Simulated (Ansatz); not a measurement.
# CsAuF4: geometry and frequencies at several levels

Aim: geometry and frequencies at several levels, for CsAuF4, with the cost of each level.

Method: the levels named in each step, in Ansatz 0.2.0.

## 1. Starting point

Bond lengths: Cs1–Au3 3.431 Å, F2–Au3 1.848 Å, Au3–F4 1.848 Å, Cs1–F5 2.372 Å, Au3–F5 1.939 Å, Cs1–F6 2.372 Å, Au3–F6 1.939 Å. Angles (14 of 15 angles, heavy atoms first): Cs1–Au3–F2 135.4°, Cs1–Au3–F4 135.4°, Cs1–Au3–F5 41.9°, Cs1–Au3–F6 41.9°, F2–Au3–F4 89.2°, F2–Au3–F5 93.5°, F2–Au3–F6 177.3°, F4–Au3–F5 177.3°, F4–Au3–F6 93.5°, F5–Au3–F6 83.8°, Au3–Cs1–F5 33.1°, Au3–Cs1–F6 33.1°, F5–Cs1–F6 66.2°, Cs1–F5–Au3 105.0°.

Structure file:

```xyz
6

Cs    1.3111   -0.2151    1.8722
F    -0.6841   -0.6670   -2.6037
Au   -0.6486    0.1063   -0.9261
F    -2.1157    1.1268   -1.3951
F     0.8907   -0.9243   -0.3521
F    -0.5388    0.8666    0.8547
```

## 2. A rough first relaxation, PBE-D4/def2-SVP

Input file input.yaml:

```yaml
crystal:
  periodic: [false, false, false]
  atoms:
    - { symbol: Cs, position_ang: [1.31114, -0.21509, 1.87217] }
    - { symbol: F, position_ang: [-0.68414, -0.667, -2.60368] }
    - { symbol: Au, position_ang: [-0.64856, 0.10632, -0.92608] }
    - { symbol: F, position_ang: [-2.11566, 1.12684, -1.39509] }
    - { symbol: F, position_ang: [0.89067, -0.92434, -0.35209] }
    - { symbol: F, position_ang: [-0.53876, 0.86655, 0.8547] }
basis:
  gaussian: { orbitals: def2-SVP }
hamiltonian:
  xc: pbe
  dispersion: d4
relax:
  f_tol: 0.03
  max_steps: 200
```

Started as:

```
$ ansatz run input.yaml --threads 4 --pin off --max-ram 10240MiB --backend cpu --events-out ev --progress --plain --runs-dir out
```

After this run come: Relaxation, HF/def2-SVP; Frequencies, HF/def2-SVP; Relaxation, LDA/def2-SVP; Frequencies, LDA/def2-SVP; Relaxation, PBE-D4/def2-SVP; Frequencies, PBE-D4/def2-SVP.

Q: Predict the outcome of this session. Wanted: Cs1–Au3 at PBE-D4/def2-SVP; Cs1–F5 at PBE-D4/def2-SVP; Cs1–F6 at PBE-D4/def2-SVP; frequencies at PBE-D4/def2-SVP.

**Answer**, as computed:

| quantity | value |
| --- | --- |
| Cs1–Au3 at PBE-D4/def2-SVP | 3.814 Å |
| Cs1–F5 at PBE-D4/def2-SVP | 2.732 Å |
| Cs1–F6 at PBE-D4/def2-SVP | 2.732 Å |
| frequencies at PBE-D4/def2-SVP | 31 to 613 cm⁻¹ |

What this shows: The Cs–Au distance spreads over 0.181 Å, from LDA/def2-SVP (shortest) to HF/def2-SVP. No mode is imaginary, so the geometry is a minimum. Heavy atoms carry effective core potentials in def2 sets, and spin-orbit coupling is left out.
